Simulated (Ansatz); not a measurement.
# LuSb (element-swapped structure): how the settings move a single-point run

Aim: see which settings change the result for LuSb (element-swapped structure), by how much, and at what cost.

Computed with Ansatz 0.2.0 (reference: DFT r2SCAN, plane waves, PAW, scalar-relativistic, no spin polarisation, unless a step's input says otherwise).

## Step 1: The system as given

Symmetry: Fmmm, No. 69, orthorhombic system. The conventional cell has a = 5.902 Å, b = 6.277 Å, c = 6.700 Å, α = 90.00°, β = 90.00°, γ = 90.00°. Around Sb (site symmetry mmm) lie 6 Lu at 2.95 to 3.35 Å. Lu (site symmetry mmm) is surrounded by 6 Sb at 2.95 to 3.35 Å.

Coordinates:

```cif
data_structure
_symmetry_space_group_name_H-M 'Fmmm'
_symmetry_Int_Tables_number 69
_cell_length_a 5.9018
_cell_length_b 6.2773
_cell_length_c 6.6996
_cell_angle_alpha 90.000
_cell_angle_beta 90.000
_cell_angle_gamma 90.000
_cell_volume 248.20
loop_
_atom_site_label
_atom_site_type_symbol
_atom_site_symmetry_multiplicity
_atom_site_Wyckoff_symbol
_atom_site_fract_x
_atom_site_fract_y
_atom_site_fract_z
_atom_site_occupancy
Sb1 Sb 4 a 0.00000 0.00000 0.00000 1
Lu1 Lu 4 b 0.50000 0.00000 0.00000 1
```

## Step 2: The reference run

The input, input.yaml:

```yaml
crystal:
  lattice:
    - [-2.950894, 3.138625, 0.0]
    - [2.950894, 0.0, 3.349823]
    - [2.950894, 3.138625, 0.0]
  atoms:
    - { symbol: Sb, position: [0.0, 0.0, 0.0] }
    - { symbol: Lu, position: [0.5, 0.0, 0.5] }
  symmetry: { tolerance: 0.0003 }
kpoints:
  mp_grid: { grid: [5, 5, 5], shift: [0, 0, 0] }
magnetization:
  spin_polarized: false
scf:
  occupations: { method: fermi_dirac }
hamiltonian:
  pseudopotentials: { kind: paw }
  xc: r2scan
basis:
  ecutwfc: 500
output:
  forces: true
  stress: true
  eigenvalues: true
  write_density: true
  write_potential: true
  elf: true
  volumetric_format: npy
```

Run with:

```
$ ansatz run input.yaml --threads 1 --pin off --max-ram 2560MiB --backend cpu --events-out ev --progress --plain --runs-dir out
```

What it wrote, cut to the lines that bear on the results:

```text
Warning: RAYON_NUM_THREADS=1 ignored (pool sized by the plan → 1); use --threads N
[...]
Pseudopotentials: kind: paw
Pseudopotential: Sb, paw, valence charge 15, recommended cutoff 500 eV (meta_gga), Sb.paw.azcp
Pseudopotential: Lu, paw, valence charge 25, recommended cutoff 500 eV (meta_gga), Lu.paw.azcp
Functional definition: r2SCAN
[...]
Crystal: 2 atoms, lattice volume = 62.050 Å³
Basis set: ecut = 500 eV, 1557 PW (Γ), exchange–correlation on 128×144×128 points (64 copies of the dense FFT grid, shifted against one another)
Bands: 24, of which v1, the nominal top of the filled ones, is band 20 counted from 1 (19 counted from 0)
Symmetry: 8 space group operations
Space group: Fmmm (ITA 69), of the structure as read, at distance tolerance 1.2e-3 Å
k-points: 27 of 125
[...]
SCF iter   1: F=—  HF=-21245.012365 eV  |F-HF|=—  |Δ(HF+E_count)|=         —  Δρ=6.66e-3  dr2=1.80e-2  dr2_τ=1.12e-2  ethr=1.77e-3  ⟨swp⟩=5.4  Hψ=2955  notcnv=0
[...]
SCF iter   8: F=-21245.006448 eV  HF=-21245.006448 eV  |F-HF|=9.81e-9  |Δ(HF+E_count)|=   1.22e-7  Δρ=6.27e-6  dr2=3.49e-8  dr2_τ=6.15e-10  ethr=2.50e-10  ⟨swp⟩=11.9  Hψ=5889  notcnv=0
[...]
SCF converged after 8 iterations
Free energy (F): -21245.006448 eV
[...]
E sigma→0 (E₀):  -21245.002131 eV
Entropy (-TS):   -0.008634 eV (-4.317 meV/atom)
Fermi energy:    10.962355 eV
[...]
--- Forces (eV/Å), atoms counted from 1 ---
  atom   1  Sb     0.00000000    -0.00000000     0.00000000
  atom   2  Lu     0.00000000     0.00000000     0.00000000
[...]
--- Stress (GPa, compression-positive) ---
        2.572595       0.000000      -0.000000
        0.000000      -5.422727       0.000000
       -0.000000       0.000000      -9.333556
  P = ⅓ Tr σ = -4.0612 GPa (-40.612 kbar)
--- Band table (eV; the first three rows and the last of 27) ---
  k-point 0: bands = ["-47.7720", "-17.8825", "-17.8783", "-17.8539", "-17.8474", "-17.8386", "-17.8175", "-17.7483", "-17.7042", "0.4399", "5.0830", "5.0912", "5.1097", "5.1146", "5.1340", "5.1416", "5.1442", "11.3821", "11.4294", "11.4518", "11.9432", "12.3612", "12.3756", "12.7849"]
[...]
```

It took 11 s on 1 thread of Arm Neoverse V1, shared host; peak memory 0.51 GiB.

## Step 3: Changed: mp_grid.grid [8, 8, 8]

Edit input.yaml of step 2 so:

```diff
@@ -10,3 +10,3 @@
 kpoints:
-  mp_grid: { grid: [5, 5, 5], shift: [0, 0, 0] }
+  mp_grid: { grid: [8, 8, 8], shift: [0, 0, 0] }
 magnetization:
@@ -24,5 +24 @@
   eigenvalues: true
-  write_density: true
-  write_potential: true
-  elf: true
-  volumetric_format: npy
```

Run with:

```
$ ansatz run input.yaml --threads 1 --pin off --max-ram 2560MiB --backend cpu --events-out ev --progress --plain --runs-dir out
```

What it wrote, cut to the lines that bear on the results:

```text
Warning: RAYON_NUM_THREADS=1 ignored (pool sized by the plan → 1); use --threads N
[...]
Pseudopotentials: kind: paw
Pseudopotential: Sb, paw, valence charge 15, recommended cutoff 500 eV (meta_gga), Sb.paw.azcp
Pseudopotential: Lu, paw, valence charge 25, recommended cutoff 500 eV (meta_gga), Lu.paw.azcp
Functional definition: r2SCAN
[...]
Crystal: 2 atoms, lattice volume = 62.050 Å³
Basis set: ecut = 500 eV, 1557 PW (Γ), exchange–correlation on 128×144×128 points (64 copies of the dense FFT grid, shifted against one another)
Bands: 24, of which v1, the nominal top of the filled ones, is band 20 counted from 1 (19 counted from 0)
Symmetry: 8 space group operations
Space group: Fmmm (ITA 69), of the structure as read, at distance tolerance 1.2e-3 Å
k-points: 95 of 512
[...]
SCF iter   1: F=—  HF=-21245.028540 eV  |F-HF|=—  |Δ(HF+E_count)|=         —  Δρ=6.69e-3  dr2=1.85e-2  dr2_τ=1.12e-2  ethr=1.77e-3  ⟨swp⟩=5.4  Hψ=10402  notcnv=0
[...]
SCF iter   8: F=-21245.022213 eV  HF=-21245.022213 eV  |F-HF|=1.20e-8  |Δ(HF+E_count)|=   1.69e-7  Δρ=7.68e-6  dr2=5.58e-8  dr2_τ=8.14e-10  ethr=2.50e-10  ⟨swp⟩=7.5  Hψ=12479  notcnv=0
[...]
SCF converged after 8 iterations
Free energy (F): -21245.022213 eV
[...]
E sigma→0 (E₀):  -21245.019273 eV
Entropy (-TS):   -0.005880 eV (-2.940 meV/atom)
Fermi energy:    11.002675 eV
[...]
--- Forces (eV/Å), atoms counted from 1 ---
  atom   1  Sb     0.00000000     0.00000000     0.00000000
  atom   2  Lu     0.00000000     0.00000000     0.00000000
[...]
--- Stress (GPa, compression-positive) ---
        2.504988       0.000000       0.000000
        0.000000      -5.407131       0.000000
        0.000000       0.000000      -9.155417
  P = ⅓ Tr σ = -4.0192 GPa (-40.192 kbar)
--- Band table (eV; the first three rows and the last of 95) ---
[... band rows left out ...]
[...]
```

Wall time 25 s (1 thread of Arm Neoverse V1, shared host); peak memory 0.6 GiB.

Changing the k-point mesh moves the energy by -7.9 meV/atom. Sampling errors of the energy have no fixed sign.

## Step 4: Variant: occupations.width 0.001, preconditioner kerker_dos

Edit input.yaml of step 2 so:

```diff
@@ -14,3 +14,4 @@
 scf:
-  occupations: { method: fermi_dirac }
+  occupations: { method: fermi_dirac, width: 0.001 }
+  mixing: { preconditioner: kerker_dos }
 hamiltonian:
@@ -24,5 +25 @@
   eigenvalues: true
-  write_density: true
-  write_potential: true
-  elf: true
-  volumetric_format: npy
```

Run with:

```
$ ansatz run input.yaml --threads 1 --pin off --max-ram 2560MiB --backend cpu --events-out ev --progress --plain --runs-dir out
```

What it wrote, cut to the lines that bear on the results:

```text
Warning: RAYON_NUM_THREADS=1 ignored (pool sized by the plan → 1); use --threads N
[...]
Pseudopotentials: kind: paw
Pseudopotential: Sb, paw, valence charge 15, recommended cutoff 500 eV (meta_gga), Sb.paw.azcp
Pseudopotential: Lu, paw, valence charge 25, recommended cutoff 500 eV (meta_gga), Lu.paw.azcp
Functional definition: r2SCAN
[...]
Crystal: 2 atoms, lattice volume = 62.050 Å³
Basis set: ecut = 500 eV, 1557 PW (Γ), exchange–correlation on 128×144×128 points (64 copies of the dense FFT grid, shifted against one another)
Bands: 24, of which v1, the nominal top of the filled ones, is band 20 counted from 1 (19 counted from 0)
Symmetry: 8 space group operations
Space group: Fmmm (ITA 69), of the structure as read, at distance tolerance 1.2e-3 Å
k-points: 27 of 125
[...]
SCF iter   1: F=—  HF=-21245.006399 eV  |F-HF|=—  |Δ(HF+E_count)|=         —  Δρ=6.71e-3  dr2=1.88e-2  dr2_τ=1.13e-2  ethr=1.77e-3  ⟨swp⟩=5.3  Hψ=2975  notcnv=0
[...]
SCF iter  13: F=-21245.000202 eV  HF=-21245.000202 eV  |F-HF|=4.77e-9  |Δ(HF+E_count)|=   1.82e-8  Δρ=4.50e-6  dr2=1.33e-8  dr2_τ=2.72e-10  ethr=1.56e-10  ⟨swp⟩=6.0  Hψ=3157  notcnv=0
[...]
SCF converged after 13 iterations
Free energy (F): -21245.000202 eV
[...]
E sigma→0 (E₀):  -21245.000191 eV
Entropy (-TS):   -0.000022 eV (-0.011 meV/atom)
Fermi energy:    10.962436 eV
[...]
--- Forces (eV/Å), atoms counted from 1 ---
  atom   1  Sb     0.00000000     0.00000000     0.00000000
  atom   2  Lu     0.00000000    -0.00000000     0.00000000
[...]
--- Stress (GPa, compression-positive) ---
        2.604234       0.000000      -0.000000
        0.000000      -5.419963       0.000000
       -0.000000       0.000000      -9.301612
  P = ⅓ Tr σ = -4.0391 GPa (-40.391 kbar)
--- Band table (eV; the first three rows and the last of 27) ---
[... band rows left out ...]
[...]
```

Run time: 12 s. Hardware: 1 thread of Arm Neoverse V1, shared host; peak memory 0.52 GiB.

Changing the smearing and mixing moves the energy by +1.0 meV/atom (σ→0 values).

## Step 5: Changing settings: mp_grid.shift [0.5, 0.5, 0.5]

Edit input.yaml of step 2 so:

```diff
@@ -10,3 +10,3 @@
 kpoints:
-  mp_grid: { grid: [5, 5, 5], shift: [0, 0, 0] }
+  mp_grid: { grid: [5, 5, 5], shift: [0.5, 0.5, 0.5] }
 magnetization:
@@ -24,5 +24 @@
   eigenvalues: true
-  write_density: true
-  write_potential: true
-  elf: true
-  volumetric_format: npy
```

Run with:

```
$ ansatz run input.yaml --threads 1 --pin off --max-ram 2560MiB --backend cpu --events-out ev --progress --plain --runs-dir out
```

What it wrote, cut to the lines that bear on the results:

```text
Warning: RAYON_NUM_THREADS=1 ignored (pool sized by the plan → 1); use --threads N
[...]
Pseudopotentials: kind: paw
Pseudopotential: Sb, paw, valence charge 15, recommended cutoff 500 eV (meta_gga), Sb.paw.azcp
Pseudopotential: Lu, paw, valence charge 25, recommended cutoff 500 eV (meta_gga), Lu.paw.azcp
Functional definition: r2SCAN
[...]
Crystal: 2 atoms, lattice volume = 62.050 Å³
Basis set: ecut = 500 eV, 1557 PW (Γ), exchange–correlation on 128×144×128 points (64 copies of the dense FFT grid, shifted against one another)
Bands: 24, of which v1, the nominal top of the filled ones, is band 20 counted from 1 (19 counted from 0)
Symmetry: 8 space group operations
Space group: Fmmm (ITA 69), of the structure as read, at distance tolerance 1.2e-3 Å
k-points: 27 of 125
[...]
SCF iter   1: F=—  HF=-21245.048007 eV  |F-HF|=—  |Δ(HF+E_count)|=         —  Δρ=6.61e-3  dr2=1.76e-2  dr2_τ=1.11e-2  ethr=1.77e-3  ⟨swp⟩=5.3  Hψ=2947  notcnv=0
[...]
SCF iter   7: F=-21245.041194 eV  HF=-21245.041194 eV  |F-HF|=6.08e-9  |Δ(HF+E_count)|=   6.59e-8  Δρ=3.92e-6  dr2=3.75e-9  dr2_τ=4.92e-10  ethr=2.02e-10  ⟨swp⟩=5.2  Hψ=2917  notcnv=0
[...]
SCF converged after 7 iterations
Free energy (F): -21245.041194 eV
[...]
E sigma→0 (E₀):  -21245.038888 eV
Entropy (-TS):   -0.004612 eV (-2.306 meV/atom)
Fermi energy:    10.885362 eV
[...]
--- Forces (eV/Å), atoms counted from 1 ---
  atom   1  Sb     0.00000000     0.00000000     0.00000000
  atom   2  Lu     0.00000000     0.00000000     0.00000000
[...]
--- Stress (GPa, compression-positive) ---
        2.234117       0.000000       0.000000
        0.000000      -5.460060       0.000000
        0.000000       0.000000      -9.042101
  P = ⅓ Tr σ = -4.0893 GPa (-40.893 kbar)
--- Band table (eV; the first three rows and the last of 27) ---
[... band rows left out ...]
[...]
```

Run time: 8.9 s. Hardware: 1 thread of Arm Neoverse V1, shared host; peak memory 0.52 GiB.

Changing the k-point mesh moves the energy by -17.4 meV/atom, and the mesh shows a spacing of 0.09 eV at the Fermi level, which on a coarse mesh need not be a gap. Sampling errors of the energy have no fixed sign. A gap read on a mesh depends on which points the mesh holds, and a coarse mesh shifts the density too.

## Step 6: The same system, input altered

Edit input.yaml of step 2 so:

```diff
@@ -10,3 +10,3 @@
 kpoints:
-  mp_grid: { grid: [5, 5, 5], shift: [0, 0, 0] }
+  mp_grid: { grid: [5, 4, 6], shift: [0, 0, 0] }
 magnetization:
@@ -15,2 +15,3 @@
   occupations: { method: fermi_dirac }
+  max_iter: 75
 hamiltonian:
@@ -24,5 +25 @@
   eigenvalues: true
-  write_density: true
-  write_potential: true
-  elf: true
-  volumetric_format: npy
```

Run with:

```
$ ansatz run input.yaml --threads 1 --pin off --max-ram 2560MiB --backend cpu --events-out ev --progress --plain --runs-dir out
```

What it wrote, cut to the lines that bear on the results:

```text
Warning: crystal.symmetry: narrowed to the stabiliser of the k-point mesh — unitary ops 8 → 2; excluded 6 operations that carry a point of the 5×4×6 mesh (shift [0, 0, 0]) off the mesh (the run samples exactly the mesh kpoints.mp_grid names, as under crystal.symmetry.detect: false, and [...]
Warning: RAYON_NUM_THREADS=1 ignored (pool sized by the plan → 1); use --threads N
[...]
Pseudopotentials: kind: paw
Pseudopotential: Sb, paw, valence charge 15, recommended cutoff 500 eV (meta_gga), Sb.paw.azcp
Pseudopotential: Lu, paw, valence charge 25, recommended cutoff 500 eV (meta_gga), Lu.paw.azcp
Functional definition: r2SCAN
[...]
Crystal: 2 atoms, lattice volume = 62.050 Å³
Basis set: ecut = 500 eV, 1557 PW (Γ), exchange–correlation on 128×144×128 points (64 copies of the dense FFT grid, shifted against one another)
Bands: 24, of which v1, the nominal top of the filled ones, is band 20 counted from 1 (19 counted from 0)
Symmetry: 2 space group operations
k-points: 62 of 120
[...]
SCF iter   1: F=—  HF=-21245.014787 eV  |F-HF|=—  |Δ(HF+E_count)|=         —  Δρ=6.65e-3  dr2=1.76e-2  dr2_τ=1.12e-2  ethr=1.77e-3  ⟨swp⟩=5.3  Hψ=6802  notcnv=0
[...]
SCF iter   7: F=-21245.008802 eV  HF=-21245.008802 eV  |F-HF|=5.45e-9  |Δ(HF+E_count)|=   4.62e-8  Δρ=3.72e-6  dr2=2.85e-9  dr2_τ=5.49e-10  ethr=2.02e-10  ⟨swp⟩=5.2  Hψ=6692  notcnv=0
[...]
SCF converged after 7 iterations
Free energy (F): -21245.008802 eV
[...]
E sigma→0 (E₀):  -21245.004431 eV
Entropy (-TS):   -0.008742 eV (-4.371 meV/atom)
Fermi energy:    11.150488 eV
[...]
--- Forces (eV/Å), atoms counted from 1 ---
  atom   1  Sb     0.00000000     0.00000000     0.00000000
  atom   2  Lu     0.00000000     0.00000000     0.00000000
[...]
--- Stress (GPa, compression-positive) ---
        2.617847      -0.060649       0.150077
       -0.060649      -5.523333      -0.029578
        0.150077      -0.029578      -9.305266
  P = ⅓ Tr σ = -4.0703 GPa (-40.703 kbar)
--- Band table (eV; the first three rows and the last of 62) ---
  k-point 0: bands = ["-47.7685", "-17.8867", "-17.8821", "-17.8585", "-17.8515", "-17.8419", "-17.8158", "-17.7439", "-17.7003", "0.4384", "5.0858", "5.0943", "5.1129", "5.1181", "5.1372", "5.1457", "5.1483", "11.3780", "11.4301", "11.4510", "11.9437", "12.3602", "12.3784", "12.7853"]
[...]
```

Run time: 18 s. Hardware: 1 thread of Arm Neoverse V1, shared host; peak memory 0.55 GiB.

## Step 7: A look at that input

This run ends as converged, with warnings (symmetry narrowed by mesh). Its log warns: «crystal.symmetry: narrowed to the stabiliser of the k-point mesh — unitary ops 8 → 2; excluded 6 operations that carry a point of the 5×4×6 mesh (shift [0, 0 ...»

In the input, kpoints.mp_grid.grid is [5, 4, 6]. The mesh doesn't respect the lattice's symmetry: fewer operations survive, and spurious anisotropy appears.

To undo it: set kpoints.mp_grid.grid to [5, 5, 5].

Changing the k-point mesh moves the energy by -1.2 meV/atom. The energy is not variational in the mesh, so the sign tells nothing.

## Step 8: Side by side

```csv
run,ending,energy change,pressure (GPa),gap (eV),force (eV/Å),cycles,time
reference,converged,0,-4.1,0.00,0.00,8,11 s
"1: mp_grid.grid [8, 8, 8]",converged,-7.9 meV/atom,-4.0,0.00,0.00,8,25 s
"2: occupations.width 0.001, preconditioner kerker_dos",converged,+1.0 meV/atom (σ→0),-4.0,0.00,0.00,13,12 s
"3: mp_grid.shift [0.5, 0.5, 0.5]",converged,-17.4 meV/atom,-4.1,0.09,0.00,7,8.9 s
"4: mp_grid.grid [5, 4, 6]",converged,-1.2 meV/atom,-4.1,0.00,0.00,7,18 s
```

Times don't compare one to one where runs were asked for different outputs or read a saved state (see the inputs); cycles may leave out searches for a lower state.

Residual by cycle in the longest SCF loop of each run; runs are numbered as in the table. The quantity is the density residual dr2, in eV.

```csv
cycle,reference,run 1,run 2,run 3,run 4
1,0.018,0.0185,0.0188,0.0176,0.0176
2,0.0116,0.0122,0.0127,0.00962,0.00983
3,0.00503,0.00538,0.00957,8.9e-4,9.1e-4
4,7.2e-5,6.5e-5,0.00382,1.5e-4,1.5e-4
5,1.5e-5,1.5e-5,0.00173,1.7e-6,1.6e-6
6,1.5e-6,1.8e-6,1.1e-4,8.1e-8,8.1e-8
8,3.5e-8,5.6e-8,5.9e-6,-,-
9,-,-,1.8e-6,-,-
10,-,-,8.3e-7,-,-
11,-,-,2.7e-7,-,-
12,-,-,6.2e-8,-,-
13,-,-,1.3e-8,-,-
```

Of the variants the dearest is «mp_grid.grid [8, 8, 8]» (25 s), the cheapest «mp_grid.shift [0.5, 0.5, 0.5]» (8.9 s), on a shared host.

The reference is no final answer either: its mesh is coarse for a cell with so small a gap or none; the structure is made up and not relaxed.
